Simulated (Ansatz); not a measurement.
# C₂H₅FGeO: up Jacob's ladder to CCSD(T)

One table from this session's results is given with a row withheld; the runs are named, their logs left out.

The runs use Ansatz 0.2.0, Gaussian basis; functionals in def2-TZVPP, the program's frozen cores in correlated methods.

The runs, in order: PBE-D4, r2SCAN-D4, PBE0-D4, B3LYP-D4, ωB97X-V, ωB97M-V, B2PLYP; CCSD(T)/def2-TZVPP; MP2/def2-QZVPP; extrapolation to the limit.

### The geometry

All runs share one geometry, relaxed beforehand with PBE0-D4 in a triple-zeta def2 set.

SMILES `F[CH2][GeH]1[CH2][O]1`, 10 atoms, charge 0, spin multiplicity 1.

Atoms are counted from 1 here; the program's logs count them from 0.

Bond lengths: F1–C2 1.383 Å, C2–Ge3 1.965 Å, C2–H6 1.092 Å, C2–H7 1.093 Å, Ge3–C4 1.899 Å, Ge3–O5 1.833 Å, Ge3–H8 1.529 Å, C4–O5 1.425 Å, C4–H9 1.090 Å, C4–H10 1.091 Å. Angles: F1–C2–Ge3 110.7°, F1–C2–H6 109.2°, F1–C2–H7 108.5°, Ge3–C2–H6 109.0°, Ge3–C2–H7 110.4°, H6–C2–H7 109.0°, C2–Ge3–C4 120.4°, C2–Ge3–O5 109.0°, C2–Ge3–H8 117.3°, C4–Ge3–O5 44.9°, C4–Ge3–H8 122.3°, O5–Ge3–H8 112.7°, Ge3–C4–O5 65.1°, Ge3–C4–H9 119.5°, Ge3–C4–H10 119.4°, O5–C4–H9 115.0°, O5–C4–H10 115.1°, H9–C4–H10 113.7° and more.

As a file:

| atom | x (Å) | y (Å) | z (Å) |
| --- | --- | --- | --- |
| F1 | -2.5480 | 0.0413 | 0.5831 |
| C2 | -1.3371 | 0.7101 | 0.5752 |
| Ge3 | -0.0871 | -0.1341 | -0.6849 |
| C4 | 1.5496 | -0.8718 | -0.0652 |
| O5 | 1.5995 | 0.5173 | -0.3808 |
| H6 | -0.9044 | 0.6814 | 1.5779 |
| H7 | -1.5171 | 1.7510 | 0.2944 |
| H8 | -0.4673 | -0.1194 | -2.1654 |
| H9 | 2.1322 | -1.5160 | -0.7241 |
| H10 | 1.6630 | -1.1109 | 0.9928 |

Set-up of the first run:

Contents of in.yaml:

```yaml
crystal:
  periodic: [false, false, false]
  atoms:
    - {symbol: F, position_ang: [-2.548001, 0.041316, 0.583075]}
    - {symbol: C, position_ang: [-1.337135, 0.710128, 0.575157]}
    - {symbol: Ge, position_ang: [-0.087063, -0.134087, -0.684912]}
    - {symbol: C, position_ang: [1.549593, -0.871774, -0.065169]}
    - {symbol: O, position_ang: [1.599484, 0.517257, -0.380752]}
    - {symbol: H, position_ang: [-0.904434, 0.681414, 1.577858]}
    - {symbol: H, position_ang: [-1.517088, 1.751007, 0.294418]}
    - {symbol: H, position_ang: [-0.467265, -0.119427, -2.165427]}
    - {symbol: H, position_ang: [2.132154, -1.515999, -0.724086]}
    - {symbol: H, position_ang: [1.662956, -1.110935, 0.992839]}
basis:
  gaussian: {orbitals: def2-TZVPP}
hamiltonian: {xc: pbe, dispersion: d4}
output: {forces: true, orbitals: {seedname: orbitals}}
```

The run is started by

```console
> ansatz run in.yaml --threads 4 --pin off --events-out ev --progress --plain --max-ram 10444MiB
```

Steps of the session up to this table: PBE-D4 (GGA); r2SCAN-D4 (meta-GGA); PBE0-D4 (hybrid); B3LYP-D4 (hybrid); ωB97X-V (range-separated); ωB97M-V (range-separated); B2PLYP (double hybrid); CCSD(T) in def2-TZVPP; MP2 in def2-QZVPP.

One table of the session follows, with a row left open; its other results are not shown here.

```
            method  atomisation energy (kcal/mol)
            PBE-D4                          870.5
         r2SCAN-D4                          850.3
           PBE0-D4                          845.9
          B3LYP-D4                              ?
           ωB97X-V                          848.3
           ωB97M-V                          844.2
            B2PLYP                          835.2
     HF/def2-TZVPP                          576.7
    MP2/def2-TZVPP                          844.7
   CCSD/def2-TZVPP                          809.1
CCSD(T)/def2-TZVPP                          825.8
           MP2/CBS                          867.1
       CCSD(T)/CBS                          848.2
```

Estimate the missing values for B3LYP-D4.

As computed: atomisation energy (kcal/mol): 840.9. In the column «atomisation energy (kcal/mol)» it lies between B2PLYP (835.2) and ωB97M-V (844.2).
